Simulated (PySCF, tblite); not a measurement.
# C₄H₆F₂O₂: geometry, infrared bands and NMR shifts

What infrared bands and NMR shifts should C₄H₆F₂O₂ (`CO[C@H](CF)C(=O)F`) show?

Programs: tblite 0.8.0 and PySCF 2.14.0, with density-fitted response routines of our own. Each step states its level of theory. These are calculated values for one molecule in the gas phase, unless marked as measured. Atoms are numbered from 0 throughout.

### 1 Starting geometry

14 atoms, charge 0, multiplicity 1; geometry from: force field or distance geometry start.

Bonds of the start (Å): C0–O1 1.40, O1–C2 1.38, C2–C3 1.52, C3–F4 1.41, C2–C5 1.51, C5–O6 1.23, C5–F7 1.35, C0–H8 1.09, C0–H9 1.11, C0–H10 1.10, C2–H11 1.12, C3–H12 1.08, C3–H13 1.14.

### 2 Geometry optimisation with GFN2-xTB

The job: settings as JSON, then the geometry in Å.

```
{"job": {"kind": "relax", "xc": "GFN2-xTB", "basis": "xTB"}, "charge": 0, "multiplicity": 1}
C      1.991300    -0.247900     0.076900
O      0.845000     0.119700    -0.643800
C     -0.308700     0.102400     0.116800
C     -1.313000    -0.865600    -0.483600
F     -2.501400    -0.903900     0.268000
C     -0.896400     1.493800     0.159700
O     -0.247600     2.348600    -0.446300
F     -2.028200     1.791000     0.829600
H      2.113800     0.457400     0.900800
H      2.899100    -0.208700    -0.558900
H      1.900000    -1.282800     0.446300
H     -0.047700    -0.208900     1.161800
H     -1.530500    -0.692300    -1.531400
H     -0.876500    -1.903300    -0.318000
```

The run is started by

```bash
$ OMP_NUM_THREADS=1 python probes_run.py task.json out
```

The driver reads the jobs from task.json and runs them one after another.

**Question.** This job is followed by: GFN2-xTB harmonic vibrations, gas phase; GIAO PBE0/pcSseg-1 NMR shielding, non-relativistic, gas phase. Predict these results of the whole session: strongest single infrared mode (GFN2-xTB); zero-point energy (GFN2-xTB); 13C shifts against TMS (PBE0/pcSseg-1); 1H shifts against TMS (PBE0/pcSseg-1, means over atoms taken as alike); 17O shifts against H2O (PBE0/pcSseg-1); 19F shifts against CFCl3 (PBE0/pcSseg-1).

As calculated:

```
                                                              quantity                        value
                             strongest single infrared mode (GFN2-xTB)        1873 cm⁻¹, 383 km/mol
                                          zero-point energy (GFN2-xTB)                61.9 kcal/mol
                                13C shifts against TMS (PBE0/pcSseg-1)  171.9, 87.2, 81.5, 59.9 ppm
1H shifts against TMS (PBE0/pcSseg-1, means over atoms taken as alike)   4.98, 4.86, 4.14, 3.67 ppm
                                17O shifts against H2O (PBE0/pcSseg-1)              450.8, 31.0 ppm
                              19F shifts against CFCl3 (PBE0/pcSseg-1)             59.9, -252.2 ppm
```

In words: The optimisation took 106 steps and gained 0.625 eV; among the close pairs (by a distance rule), C5–O6 changed most, from 1.232 to 1.177 Å. All 36 modes are real, so the xTB geometry is a minimum. The strongest single mode, at 1873 cm⁻¹, moves mainly C5 and O6. GFN2-xTB is a fitted tight-binding method: band positions and strengths are rough. Its intensities can rank the bands wrongly. At PBE0/pcSseg-1: The largest span, 662 ppm, is at O6, where the paramagnetic term is -516 ppm.
